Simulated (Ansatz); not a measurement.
# SnSe2: the cost of one run

Computed with Ansatz 0.2.0 (DFT, PBE, plane-wave PAW, default files, scalar-relativistic, frozen cores, as far as a step names no other, unless a step's input says otherwise).

## (1) The system as given

Symmetry: P-3m1, No. 164, trigonal system. Conventional cell: a = 3.811 Å, b = 3.811 Å, c = 6.136 Å, α = 90.00°, β = 90.00°, γ = 120.00°. Sn (site symmetry -3m) is surrounded by 6 Se at 2.68 Å. Around Se (site symmetry 3m) lie 3 Sn at 2.68 Å.

As a file:

```cif
data_structure
_symmetry_space_group_name_H-M 'P-3m1'
_symmetry_Int_Tables_number 164
_cell_length_a 3.8110
_cell_length_b 3.8110
_cell_length_c 6.1360
_cell_angle_alpha 90.000
_cell_angle_beta 90.000
_cell_angle_gamma 120.000
_cell_volume 77.18
loop_
_atom_site_label
_atom_site_type_symbol
_atom_site_symmetry_multiplicity
_atom_site_Wyckoff_symbol
_atom_site_fract_x
_atom_site_fract_y
_atom_site_fract_z
_atom_site_occupancy
Sn1 Sn 1 a 0.00000 0.00000 0.00000 1
Se1 Se 2 d 0.33333 0.66667 0.24900 1
```

The earlier run gave: gap on the mesh 0.71 eV, largest force 0.790 eV/Å, pressure 5.5 GPa.

Site by site (atoms counted from 1):

```tsv
site	atoms	first shell	V_zz (10²¹ V/m²)	η	C_Q (MHz)
Sn	1	6 Se at 2.68 Å	0.36	0.00	–
Se	2, 3	3 Sn at 2.68 Å	-9.66	0.00	–
```

C_Q = eQV_zz/h, which is 24.18 MHz for Q = 1 b and V_zz = 10²¹ V/m²; η = (V_xx − V_yy)/V_zz. Nuclear quadrupole moments: year-2017 set (Pyykkö). A dash under C_Q marks elements without a common quadrupolar isotope.

## (2) Ions relaxed at fixed cell

File input.yaml:

```yaml
crystal:
  lattice:
    - [3.811, 0.0, 0.0]
    - [-1.9055, 3.3004228138, 0.0]
    - [0.0, 0.0, 6.136]
  atoms:
    - { symbol: Sn, position: [0.0, 0.0, 0.0] }
    - { symbol: Se, position: [0.3333333333, 0.6666666667, 0.249] }
    - { symbol: Se, position: [0.6666666667, 0.3333333333, 0.751] }
kpoints:
  mp_grid: { grid: [13, 13, 7] }
scf:
  occupations: { method: fermi_dirac, width: 0.02 }
hamiltonian:
  xc: pbe
  pseudopotentials: { kind: paw, frozen_core: stored }
output:
  forces: true
  stress: true
  populations: true
  efg: { quadrupole_moments_barn: { Sn: -0.132 } }
  write_density: true
  write_potential: true
  elf: true
  volumetric_format: npy
relax:
  f_tol: 0.02
  max_steps: 60
```

On the command line:

```console
$ ansatz run input.yaml --threads 1 --pin off --max-ram 3072MiB --backend cpu --events-out ev --progress --plain --runs-dir out
```

Q: Estimate wall time and peak memory on 1 thread of Intel Xeon 6975P-C (Granite Rapids), shared host.

About 35 s, with a peak of 0.61 GiB.
